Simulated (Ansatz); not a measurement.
This was printed by a script on Ansatz 0.2.0 through its Python package, for a convergence test of the plane-wave cutoff of LaGe2Ir3, space group P6/mmm. What did the script look like? Level of theory (first run): LDA, PAW, cutoff 250 eV, 5×5×7 k-points, Fermi-Dirac smearing of 0.1 eV. The script varies cutoff (eV): 250, 325, 400, 475.

```yaml
crystal:
  lattice:
    - [5.69417, 0.00000, 0.00000]
    - [-2.84709, 4.93130, 0.00000]
    - [0.00000, 0.00000, 3.85580]
  atoms:
    - { symbol: La, position: [0.00000, 0.00000, 0.00000] }
    - { symbol: Ge, position: [0.33333, 0.66667, 0.00000] }
    - { symbol: Ge, position: [0.66667, 0.33333, 0.00000] }
    - { symbol: Ir, position: [0.50000, 0.00000, 0.50000] }
    - { symbol: Ir, position: [0.00000, 0.50000, 0.50000] }
    - { symbol: Ir, position: [0.50000, 0.50000, 0.50000] }
```

```console
$ python ecut_lage2ir3.py --occupations Fermi-Dirac
DeckWarning: basis.ecutwfc = 250 eV is below the records' recommended 420 eV, and the density's cutoff is lower with it unless basis.ecutrho_ratio is high enough to keep the records' density cutoff: compare with a run at a higher cutoff
DeckWarning: basis.ecutwfc = 325 eV is below the records' recommended 420 eV, and the density's cutoff is lower with it unless basis.ecutrho_ratio is high enough to keep the records' density cutoff: compare with a run at a higher cutoff
DeckWarning: basis.ecutwfc = 400 eV is below the records' recommended 420 eV, and the density's cutoff is lower with it unless basis.ecutrho_ratio is high enough to keep the records' density cutoff: compare with a run at a higher cutoff
250: +1273.98 meV/atom
325: +40.77 meV/atom
400: +1.17 meV/atom
```
(Warnings from the package without file and line.)

One script that gives this output:

The script, `ecut_lage2ir3.py`:
```python
"""Convergence of LaGe2Ir3 with the plane-wave cutoff."""

import argparse
import csv

import ansatz as az

parser = argparse.ArgumentParser(description="Convergence of LaGe2Ir3 with the plane-wave cutoff.")
parser.add_argument("--mesh", type=int, nargs=3, default=[5, 5, 7], help="k-point sampling")
parser.add_argument("--occupations", required=True, help="how the bands are filled")
args = parser.parse_args()


def main() -> None:
    crystal = (
        az.Lattice.of((5.694174, 0.0, 0.0), (-2.847087, 4.931299, 0.0), (0.0, 0.0, 3.855797))
        .atom("La", (0.0, 0.0, 0.0))
        .atom("Ge", (1 / 3, 2 / 3, 0.0))
        .atom("Ge", (2 / 3, 1 / 3, 0.0))
        .atom("Ir", (0.5, 0.0, 0.5))
        .atom("Ir", (0.0, 0.5, 0.5))
        .atom("Ir", (0.5, 0.5, 0.5))
    )

    setup = (
        crystal.calculation()
        .functional(az.Functional.LDA)
        .kpoints(*args.mesh)  # sampling of the Brillouin zone
        .occupations(args.occupations)  # fractional filling near the Fermi level
    )

    rows = []
    for value in [250, 325, 400, 475]:
        rep = setup.basis(value).run().report
        rows.append((value, rep["free_energy_ev"] / len(rep["lattice"]["sites"]), rep["n_iterations"], rep["n_pw"]))

    with open("ecut.csv", "w", newline="") as handle:
        writer = csv.writer(handle)
        writer.writerow(["cutoff (eV)", "F/atom (eV)", "iterations", "plane waves"])
        writer.writerows([round(v, 5) if isinstance(v, float) else v for v in row] for row in rows)

    # the last row is the reference
    for row in rows[:-1]:
        shift = 1000 * (row[1] - rows[-1][1])
        print(f"{row[0]}: {shift:+.2f} meV/atom" + ("  (within 1 meV)" if abs(shift) < 1 else ""))


if __name__ == "__main__":
    main()
```

What to keep in mind:
- For a metal this k-point mesh is coarse: on a finer one energies can move by several to tens of meV an atom and pressures by half a GPa or more, differences at one mesh by less.
- Spin-orbit coupling, which matters for elements this heavy, is left out.
- This cell is a computed structure, which may not be the phase found in nature.
- Shifts are counted from the last row, which is itself no proven limit.
- Finished in 18 s on 1 thread of Arm Neoverse V2, with other jobs on the host, peak memory 0.51 GiB.
